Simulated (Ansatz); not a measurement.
# FH₄InOSSi: small, medium and large basis sets

Aim: see how fast density functionals converge with the basis set for FH₄InOSSi.

The runs use Ansatz 0.2.0, Gaussian basis; one geometry, several basis sets.

The runs, in order: PBE0-D4/def2-SVP; ωB97M-V/def2-SVP; PBE0-D4/def2-QZVPP; ωB97M-V/def2-QZVPP; the functionals' def2-TZVPP values are taken from earlier runs.

### 1 The relaxed structure

The geometry comes from an earlier relaxation with PBE0-D4 in a triple-zeta def2 set; it is a stationary point, not always the lowest conformer. In takes the def2 core potential; no spin-orbit term is included.

SMILES `[F][In]([SH])[O][SiH3]`, 9 atoms, charge 0, spin multiplicity 1.

Atoms are counted from 1 here; the program's logs count them from 0.

Bond lengths: F1–In2 1.944 Å, In2–S3 2.341 Å, In2–O4 1.954 Å, S3–H6 1.345 Å, O4–Si5 1.637 Å, Si5–H7 1.489 Å, Si5–H8 1.489 Å, Si5–H9 1.486 Å. Angles: F1–In2–S3 120.4°, F1–In2–O4 112.8°, S3–In2–O4 126.7°, In2–S3–H6 91.6°, In2–O4–Si5 136.1°, O4–Si5–H7 111.3°, O4–Si5–H8 111.3°, O4–Si5–H9 108.1°, H7–Si5–H8 108.2°, H7–Si5–H9 108.9°, H8–Si5–H9 108.9°.

### 2 PBE0-D4 in def2-SVP

Contents of in.yaml:

```yaml
crystal:
  periodic: [false, false, false]
  atoms:
    - {symbol: F, position_ang: [-1.082399, 2.054087, -0.451238]}
    - {symbol: In, position_ang: [-0.279209, 0.913053, 0.901758]}
    - {symbol: S, position_ang: [-0.201246, 1.600724, 3.137867]}
    - {symbol: O, position_ang: [0.401885, -0.766254, 0.171155]}
    - {symbol: Si, position_ang: [0.473267, -1.466671, -1.306645]}
    - {symbol: H, position_ang: [-0.818794, 2.759059, 2.843215]}
    - {symbol: H, position_ang: [1.280328, -0.648653, -2.253846]}
    - {symbol: H, position_ang: [-0.886274, -1.645615, -1.887397]}
    - {symbol: H, position_ang: [1.112431, -2.799750, -1.154860]}
basis:
  gaussian: {orbitals: def2-SVP}
hamiltonian: {xc: pbe0, dispersion: d4}
output: {orbitals: {seedname: orbitals}}
```

Command:

```console
> ansatz run in.yaml --threads 4 --pin off --events-out ev --progress --plain --max-ram 10444MiB
```

The runs that follow: ωB97M-V in def2-SVP; PBE0-D4 in def2-QZVPP; ωB97M-V in def2-QZVPP.

Q: Predict the results of all the runs planned. Wanted: PBE0-D4: double and triple zeta above quadruple; ωB97M-V: double and triple zeta above quadruple.

**Answer**, as computed:

```
                                       quantity           value
PBE0-D4: double and triple zeta above quadruple  14.04, 0.95 eV
ωB97M-V: double and triple zeta above quadruple  14.11, 0.89 eV
```

What this shows: PBE0-D4 gains 13.09 eV from double to triple zeta, then 0.95 eV more. Total energies overstate the basis error of differences, where much of it tends to cancel.
